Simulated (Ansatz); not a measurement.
# LaNb2N3: the cost of one run

Method: DFT PBE, scalar-relativistic, plane waves, PAW, in Ansatz 0.2.0.

## Step 1: The structure to begin with

It takes space group Cmmm (No. 65, orthorhombic). Conventional cell: a = 5.504 Å, b = 10.427 Å, c = 3.195 Å, α = 90.00°, β = 90.00°, γ = 90.00°. La (site symmetry mmm) is surrounded by 6 N at 2.49 to 3.18 Å. Nb (site symmetry 2/m) is surrounded by 6 N at 2.11 to 2.95 Å and 2 Nb at 2.75 Å. Around N (site symmetry m2m) lie 4 Nb at 2.11 Å and 1 La at 2.49 Å. Around N (site symmetry mmm) lie 4 Nb at 2.95 Å and 4 La at 3.18 Å.

Structure file:

```
CELL_PARAMETERS angstrom
2.75177 -5.21352 0.00000
2.75177 5.21352 0.00000
0.00000 0.00000 3.19488
ATOMIC_POSITIONS crystal
La 0.00000 0.00000 0.00000
Nb 0.50000 0.00000 0.50000
Nb 0.00000 0.50000 0.50000
N 0.76095 0.23905 0.00000
N 0.23905 0.76095 0.00000
N 0.50000 0.50000 0.50000
```

It is the end of an earlier relaxation with the same method, from a database cell with other species swapped in; it needn't be the stable form of this composition. At a tolerance of 0.05 Å it has space group Cmmm (No. 65); it has 15.28 Å³/atom, an uncorrected energy of -0.10 eV/atom over the elements.

## Step 2: Static run: bands, density of states and charges

The input, input.yaml:

```yaml
crystal:
  lattice:
    - [2.7517662984, -5.213515407, 0.0]
    - [2.7517662984, 5.213515407, 0.0]
    - [0.0, 0.0, 3.1948830883]
  atoms:
    - { symbol: La, position: [0.0, 0.0, 0.0] }
    - { symbol: Nb, position: [0.5, 0.0, 0.5] }
    - { symbol: Nb, position: [0.0, 0.5, 0.5] }
    - { symbol: "N", position: [0.7609508707, 0.2390491293, 0.0] }
    - { symbol: "N", position: [0.2390491293, 0.7609508707, 0.0] }
    - { symbol: "N", position: [0.5, 0.5, 0.5] }
basis:
  ecutwfc: 420
kpoints:
  mp_grid: { grid: [8, 8, 12] }
  band_path:
    path:
      - [[0.0, 0.0, 0.0], [-0.5, 0.5, 0.0], [-0.3196469, 0.6803531, 0.0]]
      - [[0.3196469, 0.3196469, 0.0], [0.0, 0.0, 0.0], [0.0, 0.0, 0.5], [0.3196469, 0.3196469, 0.5]]
      - [[-0.3196469, 0.6803531, 0.5], [-0.5, 0.5, 0.5], [-0.5, 0.5, 0.0]]
      - [[0.0, 0.0, 0.0], [0.0, 0.5, 0.0], [0.0, 0.5, 0.5], [0.0, 0.0, 0.5], [-0.5, 0.5, 0.5]]
    npoints: 14
hamiltonian:
  xc: pbe
scf:
  occupations: { method: gaussian, width: 0.1 }
  n_extra_bands: 15
output:
  forces: true
  stress: true
  eigenvalues: true
  populations: true
  dos: { projected: true, de: 0.02, nscf_kmesh: { grid: [10, 10, 15] } }
  bader: true
  write_density: true
  write_potential: true
  elf: true
  volumetric_format: npy
```

The run is started by

```bash
ansatz run input.yaml --threads 1 --pin off --max-ram 2560MiB --backend cpu --events-out ev --progress --plain --runs-dir out
```

What time and memory should one allow on 1 thread of Intel Xeon 6975P-C (Granite Rapids), shared host?

About 68 s, with a peak of 0.87 GiB.
